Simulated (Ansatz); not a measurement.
Task: a check of PAW against all-electron LAPW of Sn, space group Fd-3m, with Ansatz 0.2.0 through its Python package. Give the script and its output. Settings (first run): PBE, PAW, the default cutoff (420 eV here), 7×7×7 k-points, Methfessel-Paxton smearing of 0.05 eV.

```
Sn
1.0
     0.00000    3.23334    3.23334
     3.23334    0.00000    3.23334
     3.23334    3.23334    0.00000
Sn
2
Direct
  0.00000 0.00000 0.00000
  0.25000 0.25000 0.25000
```

`paw_lapw.py`:
```python
'''Checking the PAW result for Sn with LAPW.'''

import ansatz as az
import numpy as np


def count_gap(report):
    # lowest empty less highest filled band, counting bands; zero where they overlap
    return max(report.get('gap_by_band_count_ev') or 0.0, 0.0)


def main() -> None:
    lattice = az.Lattice.of(
        (0.0, 3.233343, 3.233343),
        (3.233343, 0.0, 3.233343),
        (3.233343, 3.233343, 0.0),
    )
    sites = [
        ('Sn', (0.0, 0.0, 0.0)),
        ('Sn', (0.25, 0.25, 0.25)),
    ]
    cell = az.Crystal(lattice=lattice)
    for symbol, position in sites:
        cell = cell.atom(symbol, position)

    setup = (
        cell.calculation()
        .kpoints(length=26)
        .functional(az.Functional.PBE)
        .occupations('methfessel_paxton', width=0.05)
        .stress()
        .forces()
        .band_table()
    )
    variants = {
        'PAW': setup.pseudopotentials('paw'),
        'LAPW': setup.pseudopotentials('all_electron', lapw=True),
    }
    # totals differ by the cores that each treatment holds, so compare what does not depend on them
    rows = []
    for label, variant in variants.items():
        summary = variant.run().report
        levels = np.array(summary['eigenvalues_ev'][0]) - summary['fermi_energy_ev']
        print(label, 'levels at the first k-point near E_F:', np.round(levels[np.abs(levels) < 5], 3))
        rows.append((label, summary['n_electrons'], np.trace(summary['stress_gpa']) / 3, count_gap(summary)))
    for row in rows:
        print('; '.join(f'{name} = {round(v, 4) if isinstance(v, float) else v}' for name, v in zip(['treatment', 'electrons in bands', 'P GPa', 'gap by band count eV'], row)))


if __name__ == '__main__':
    main()
```

Running `python paw_lapw.py` prints:
```text
DeckWarning: basis.ecutwfc = 420 eV, auto-derived from the records' recommended cutoffs: set by Sn (normal level)
PAW levels at the first k-point near E_F: [-0.593  0.052  0.052  0.052  2.127  2.127  2.127]
LAPW levels at the first k-point near E_F: [-0.593  0.053  0.053  0.053  2.128  2.128  2.128  4.996]
treatment = PAW; electrons in bands = 28.0; P GPa = 3.8318; gap by band count eV = 0.0
treatment = LAPW; electrons in bands = 44.0; P GPa = 3.8281; gap by band count eV = 0.0
```
(Warnings from the package without file and line.)

PAW gives 3.832 GPa and LAPW 3.828 GPa, 0.004 GPa apart. They took 1.1 and 7.5 s of processor time.

Notes:
- The computed bands are complete only to about 2.1 eV above the Fermi level.
- For a metal this k-point mesh is coarse: on a finer one energies can move by several to tens of meV an atom and pressures by half a GPa or more, differences at one mesh by less.
- A gap by band count of zero or less means overlapping bands, a metal.
- Gaps and levels are Kohn-Sham values on a finite set of k-points, without spin-orbit coupling.
- Pressure is positive in compression; the treatments may keep other shells as core, so totals and counts of electrons can differ.
- It ran for 9.2 s on 1 thread of Arm Neoverse V2, on a shared host, peak memory 0.46 GiB.
